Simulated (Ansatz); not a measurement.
**CH3AlOS: small, medium and large basis sets**

The task here is to estimate one member of a computed series from the others.

Method: one geometry, several basis sets; program: Ansatz 0.2.0, Gaussian basis.

Levels to be run: PBE0-D4/def2-SVP; ωB97M-V/def2-SVP; PBE0-D4/def2-QZVPP; ωB97M-V/def2-QZVPP; the functionals' def2-TZVPP values are taken from earlier runs.

### The geometry

All runs share one geometry, relaxed beforehand with PBE0-D4 in a triple-zeta def2 set.

7 atoms, charge 0, spin multiplicity 1.

Atoms are counted from 1 here; the program's logs count them from 0.

Bond lengths: C1–O2 1.406 Å, C1–S4 1.876 Å, C1–H5 1.092 Å, C1–H6 1.092 Å, O2–Al3 1.723 Å, Al3–S4 2.154 Å, Al3–H7 1.568 Å. Angles: O2–C1–S4 107.5°, O2–C1–H5 111.4°, O2–C1–H6 111.4°, S4–C1–H5 108.0°, S4–C1–H6 108.0°, H5–C1–H6 110.3°, C1–O2–Al3 96.1°, O2–Al3–S4 85.9°, O2–Al3–H7 131.4°, S4–Al3–H7 142.7°, C1–S4–Al3 70.5°.

The first run:

Input file in.yaml:

```yaml
crystal:
  periodic: [false, false, false]
  atoms:
    - {symbol: C, position_ang: [-0.459992, 0.848672, -0.043742]}
    - {symbol: O, position_ang: [0.318347, 0.263204, 0.970473]}
    - {symbol: Al, position_ang: [0.681244, -1.185219, 0.110325]}
    - {symbol: S, position_ang: [-0.499077, -0.349510, -1.486480]}
    - {symbol: H, position_ang: [-0.019831, 1.785001, -0.393373]}
    - {symbol: H, position_ang: [-1.487600, 1.013091, 0.287445]}
    - {symbol: H, position_ang: [1.528210, -2.443240, 0.509653]}
basis:
  gaussian: {orbitals: def2-SVP}
hamiltonian: {xc: pbe0, dispersion: d4}
output: {orbitals: {seedname: orbitals}}
```

Run with:

```bash
$ ansatz run in.yaml --threads 2 --pin off --events-out ev --progress --plain --max-ram 4352MiB
```

Steps of the session up to this table: PBE0-D4 in def2-SVP; ωB97M-V in def2-SVP; PBE0-D4 in def2-QZVPP; ωB97M-V in def2-QZVPP.

One of the session's tables, all rows but one given; the rest of the session is left out.

It belongs to the step «Density functionals: the series». 

| functional | basis | HOMO (eV) |
| --- | --- | --- |
| PBE0-D4 | def2-SVP | -7.19 |
| PBE0-D4 | def2-TZVPP | -7.26 |
| PBE0-D4 | def2-QZVPP | -7.28 |
| ωB97M-V | def2-SVP | ? |
| ωB97M-V | def2-TZVPP | -9.43 |
| ωB97M-V | def2-QZVPP | -9.46 |

Q: Estimate the row for ωB97M-V, def2-SVP from the others.

The run gave: HOMO (eV): -9.31. In the column «HOMO (eV)» it lies between ωB97M-V, def2-TZVPP (-9.43) and PBE0-D4, def2-QZVPP (-7.28).
